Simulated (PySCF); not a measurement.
# B₇H₇S: magnetic properties

Computed with PySCF 2.14.0 and routines of our own; the level stands in each step. Atoms count from 0.

## (1) The system as given

15 atoms, charge 0, multiplicity 1; geometry from: GFN2-xTB.

## (2) Magnetic properties: GIAO PBE/def2-SVP

What the job is given:

```
{"job": {"kind": "mag", "xc": "PBE", "basis": "def2-SVP"}, "charge": 0, "multiplicity": 1}
S      1.024420    -0.002950     1.614280
B     -0.793590     0.004610     1.391350
B      0.096380     0.819470    -1.177970
B      0.088340    -0.824360    -1.174570
B      0.111660     1.307020     0.416020
B      0.101420    -1.308190     0.419900
B      1.358390    -0.004950    -0.285290
B     -1.193360     0.006710    -0.200560
H     -1.415450     0.007980     2.385350
H      0.053670     1.559140    -2.086350
H      0.037990    -1.565630    -2.081230
H      0.177150     2.388530     0.873040
H      0.156710    -2.389270     0.879060
H      2.521710    -0.010370    -0.456300
H     -2.325440     0.012250    -0.516720
```

Level: GIAO PBE/def2-SVP magnetisability, rotational g tensor and spin-rotation constants, non-relativistic, gas phase.

Started as:

```bash
$ OMP_NUM_THREADS=1 python excited_run.py task.json out
```

This one command runs all jobs of the session in turn.

**Question.** How long does this first job take on 1 thread of Arm Neoverse V2, shared host, and how much memory does it need?

About 30 s, with a peak of 0.44 GiB.
